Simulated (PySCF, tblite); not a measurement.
# C4H10B2FN: geometry, infrared bands and NMR shifts

Aim: predict the infrared bands and NMR shifts of C4H10B2FN (`BN(B(C)F)C1CC1`).

The runs use tblite 0.8.0 and PySCF 2.14.0, with density-fitted response routines of our own; the level of theory stands in each step. All values are computed, except where a source is named. Atoms count from 0, in the outputs and in this text.

## Step 1: Starting geometry

18 atoms, charge 0, multiplicity 1; geometry from: force field or distance geometry start.

Bonds of the start (Å): B0–N1 1.53, N1–B2 1.55, B2–C3 1.59, B2–F4 1.45, N1–C5 1.47, C5–C6 1.52, C6–C7 1.52, C7–C5 1.51, B0–H8 1.18, B0–H9 1.19, C3–H10 1.11, C3–H11 1.10, C3–H12 1.11, C5–H13 1.11, C6–H14 1.11, C6–H15 1.12, C7–H16 1.11, C7–H17 1.12.

## Step 2: Geometry optimisation with GFN2-xTB

Job settings and geometry (Å):

```
{"job": {"kind": "relax", "xc": "GFN2-xTB", "basis": "xTB"}, "charge": 0, "multiplicity": 1}
B      0.045300     1.789500     1.100000
N      0.087100     0.612100     0.126200
B      1.479500    -0.048200     0.270000
C      2.400600    -0.164000    -1.020100
F      1.904600    -0.606100     1.536800
C     -0.941500    -0.365800     0.511800
C     -2.283800    -0.103800    -0.146700
C     -1.395100    -1.231800    -0.639400
H     -0.208600     2.867100     0.689800
H      0.148300     1.629300     2.272200
H      1.872700    -0.756800    -1.796800
H      2.631500     0.837900    -1.398400
H      3.339700    -0.686600    -0.729200
H     -0.936500    -0.819500     1.529600
H     -2.329500     0.779600    -0.821000
H     -3.159700    -0.443400     0.467200
H     -0.915700    -1.029100    -1.619300
H     -1.747600    -2.254100    -0.344500
```

Command:

```sh
OMP_NUM_THREADS=1 python probes_run.py task.json out
```

One launch serves the whole session: the jobs run in the order shown.

**Question.** This job is followed by: GFN2-xTB harmonic vibrations, gas phase; GIAO PBE0/pcSseg-1 NMR shielding, non-relativistic, gas phase. Predict these results of the whole session: strongest single infrared mode (GFN2-xTB); zero-point energy (GFN2-xTB); 13C shifts against TMS (PBE0/pcSseg-1, means over atoms taken as alike); 1H shifts against TMS (PBE0/pcSseg-1, means over atoms taken as alike); 11B shifts against BF3·OEt2 (PBE0/pcSseg-1); 15N shifts against NH3 (PBE0/pcSseg-1); 19F shifts against CFCl3 (PBE0/pcSseg-1); surface potential, 1st and 99th percentile.

**Answer**, as computed:

| quantity | value |
| --- | --- |
| strongest single infrared mode (GFN2-xTB) | 1350 cm⁻¹, 397 km/mol |
| zero-point energy (GFN2-xTB) | 89.0 kcal/mol |
| 13C shifts against TMS (PBE0/pcSseg-1, means over atoms taken as alike) | 35.6, 11.4, -0.4 ppm |
| 1H shifts against TMS (PBE0/pcSseg-1, means over atoms taken as alike) | 5.63, 2.91, 0.87, 0.58, 0.43 ppm |
| 11B shifts against BF3·OEt2 (PBE0/pcSseg-1) | 49.8, 39.2 ppm |
| 15N shifts against NH3 (PBE0/pcSseg-1) | 193.3 ppm |
| 19F shifts against CFCl3 (PBE0/pcSseg-1) | -62.2 ppm |
| surface potential, 1st and 99th percentile | -0.93 V and 1.03 V |

In words: Over 137 steps the energy fell by 2.260 eV; of the close pairs, B0–N1 changed most, 1.528 to 1.408 Å. The lowest mode is imaginary (55i cm⁻¹), so the xTB geometry is not a minimum. The strongest single mode, at 1350 cm⁻¹, is spread over many atoms; the largest shares are those of N1, B0. Unscaled tight-binding wavenumbers are off by several per cent, some by more. Its intensities can rank the bands wrongly. At PBE0/pcSseg-1: The largest span, 352 ppm, is at F4, where the paramagnetic term is -239 ppm. At PBE0/pcSseg-1, counted by nearest atom on the grid, the HOMO lies on N1 24 %; C7 24 %, the LUMO on B0 40 %; B2 16 %.
